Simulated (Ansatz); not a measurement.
**SiSnH₆ + HCl: a complex and its separated parts**

Aim: how far the complex at one end of a reaction step lies below its separated, relaxed parts, level by level.

Program: Ansatz 0.2.0, Gaussian basis. Level of theory: PBE0-D4/def2-TZVP structures, single points in def2-TZVPP, no counterpoise correction. These are calculated values, not measurements.

Levels: SPW92, PBE-D4, BLYP-D4, r2SCAN-D4, B97M-V, PBE0-D4, B3LYP-D4, r2SCAN0-D4, BHLYP-D4, CAM-B3LYP-D4, wB97X-V, wB97M-V, B2PLYP, PBE-QIDH, RPA on PBE, Hartree-Fock, MP2, CCSD, CCSD(T).

Cores are frozen in the correlated methods. Filled d shells of the heavier atoms are correlated. Core potentials replace the inner electrons past krypton, and spin-orbit coupling is left out. B3LYP uses VWN-RPA correlation. B2PLYP carries no dispersion term here.

88 further runs of the same task are left out: 88 set aside as unsound or not needed.

### Step 1. The starting structure

The complex: 10 atoms, charge 0, spin multiplicity 1.

Atoms are counted from 1 here; the program's logs count them from 0.

Bond lengths: Sn1–H3 1.704 Å, Sn1–H4 1.709 Å, Sn1–H5 1.704 Å, Sn1–Si7 2.564 Å, Cl2–H6 1.283 Å, Si7–H8 1.486 Å, Si7–H9 1.486 Å, Si7–H10 1.493 Å. Angles: H3–Sn1–H4 108.5°, H3–Sn1–H5 109.5°, H3–Sn1–Si7 110.8°, H4–Sn1–H5 108.5°, H4–Sn1–Si7 108.6°, H5–Sn1–Si7 110.8°, Sn1–Si7–H8 110.8°, Sn1–Si7–H9 110.8°, Sn1–Si7–H10 111.4°, H8–Si7–H9 109.0°, H8–Si7–H10 107.3°, H9–Si7–H10 107.3°.

As a file:

| atom | x (Å) | y (Å) | z (Å) |
| --- | --- | --- | --- |
| Sn1 | -1.14271 | 0.13994 | -0.93913 |
| Cl2 | 2.53946 | 1.70221 | -0.91167 |
| H3 | -0.28588 | -0.33783 | -2.33220 |
| H4 | -2.73539 | -0.46995 | -1.04584 |
| H5 | -1.21792 | 1.84077 | -0.87200 |
| H6 | 2.30802 | 0.93253 | 0.08830 |
| Si7 | -0.04349 | -0.80742 | 1.17483 |
| H8 | -0.79556 | -0.39910 | 2.38984 |
| H9 | 0.01781 | -2.29123 | 1.11851 |
| H10 | 1.35565 | -0.30992 | 1.32956 |

Its parts: SiSnH₆ holds atoms 1, 3, 4, 5, 7, 8, 9, 10; HCl holds atoms 2, 6. Each part counts its atoms afresh in its own runs.

### Step 2. Relaxing SiSnH₆ alone

relax-a/in.yaml reads:

```yaml
crystal:
  periodic: [false, false, false]
  atoms:
    - {symbol: Sn, position_ang: [-1.142711, 0.139937, -0.939128]}
    - {symbol: H, position_ang: [-0.285881, -0.337833, -2.332202]}
    - {symbol: H, position_ang: [-2.735388, -0.469954, -1.045841]}
    - {symbol: H, position_ang: [-1.217916, 1.840772, -0.872001]}
    - {symbol: Si, position_ang: [-0.043492, -0.807423, 1.174828]}
    - {symbol: H, position_ang: [-0.795555, -0.399096, 2.389840]}
    - {symbol: H, position_ang: [0.017812, -2.291227, 1.118513]}
    - {symbol: H, position_ang: [1.355653, -0.309921, 1.329562]}
basis:
  gaussian: {orbitals: def2-TZVP}
hamiltonian: {xc: pbe0, dispersion: d4}
relax: {f_tol: 0.005, max_steps: 200}
```

Command:

```bash
$ ansatz run in.yaml --threads 4 --pin off --events-out ev --progress --plain --max-ram 9574MiB
```

The runs that follow: Relaxing HCl alone; SPW92/def2-TZVPP; PBE-D4/def2-TZVPP; BLYP-D4/def2-TZVPP; r2SCAN-D4/def2-TZVPP; B97M-V/def2-TZVPP; PBE0-D4/def2-TZVPP; B3LYP-D4/def2-TZVPP; r2SCAN0-D4/def2-TZVPP; BHLYP-D4/def2-TZVPP; CAM-B3LYP-D4/def2-TZVPP; wB97X-V/def2-TZVPP; wB97M-V/def2-TZVPP; B2PLYP/def2-TZVPP; PBE-QIDH/def2-TZVPP; RPA on PBE/def2-TZVPP; CCSD(T)/def2-TZVPP; Vibrations of SiSnH₆; Vibrations of HCl.

**Question.** What will these runs give? Wanted: complex less parts, CCSD(T)/def2-TZVPP; with zero-point energy; largest T1 diagnostic.

**Answer**, as computed:

```
                              quantity        value
complex less parts, CCSD(T)/def2-TZVPP  -5.6 kJ/mol
                with zero-point energy  -2.8 kJ/mol
                 largest T1 diagnostic        0.013
```

In words: At CCSD(T) the complex lies 5.6 kJ/mol below its parts. The functionals run from r2SCAN0-D4, off by -1.0 kJ/mol, to SPW92, off by -9.4 kJ/mol, against CCSD(T). By rung, the mean size of the error is: LDA 9.4, GGA 3.8, meta-GGA 2.0, hybrid 2.2, range-separated hybrid 1.7, double hybrid 2.3 kJ/mol. PBE-D4 gives a relative energy 4.5 kJ/mol too low, an error of 81 % of the reference. No counterpoise was applied, and triple zeta lacks some correlation, so the CCSD(T) reference has a basis error of its own, and close matches with it are partly luck.
